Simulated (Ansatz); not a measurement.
# Os: the cost of one run

Computed with Ansatz 0.2.0 (DFT PBEsol, scalar-relativistic, plane waves, PAW, unless a step's input says otherwise).

## Step 1: Starting point

The structure is cubic, space group Fm-3m (No. 225). The conventional cell has a = 3.890 Å, b = 3.890 Å, c = 3.890 Å, α = 90.00°, β = 90.00°, γ = 90.00°. Os (site symmetry m-3m) is surrounded by 12 Os at 2.75 Å.

As a file:

```cif
data_structure
_symmetry_space_group_name_H-M 'P 1'
_symmetry_Int_Tables_number 1
_cell_length_a 2.7506
_cell_length_b 2.7506
_cell_length_c 2.7506
_cell_angle_alpha 60.000
_cell_angle_beta 60.000
_cell_angle_gamma 60.000
_cell_volume 14.72
loop_
_atom_site_label
_atom_site_type_symbol
_atom_site_fract_x
_atom_site_fract_y
_atom_site_fract_z
_atom_site_occupancy
Os1 Os 0.00000 0.00000 0.00000 1
```

No relaxation comes first: the listed cell is the starting point.

## Step 2: Zero of energy

The reference gives a free energy of -11250.8677 eV, pressure -20.08 GPa, largest force 0.000 eV/Å and gap on the mesh none (metal). It was computed beforehand with the settings of the runs below.

## Step 3: The scan: a two-dimensional strain map

The cell is strained by p along both x and y and by q along z, with fractional coordinates fixed.

## Step 4: p = -0.050, q = -0.050

input.yaml

```yaml
crystal:
  lattice:
    - [0.0, 1.84775, 1.84775]
    - [1.84775, 0.0, 1.84775]
    - [1.84775, 1.84775, 0.0]
  atoms:
    - { symbol: Os, position: [0.0, 0.0, 0.0] }
basis:
  ecutwfc: 420
kpoints:
  mp_grid: { grid: [20, 20, 20] }
hamiltonian:
  xc: pbesol
scf:
  occupations: { method: gaussian, width: 0.15 }
output:
  forces: true
  stress: true
  eigenvalues: true
```

The run is started by

```bash
$ ansatz run input.yaml --threads 1 --pin off --max-ram 2560MiB --backend cpu --events-out ev --progress --plain --runs-dir out
```

**Question.** How long does this run take on 1 thread of Arm Neoverse N1, shared host, and how much memory does it need?

About 3.5 s, with a peak of 0.3 GiB.
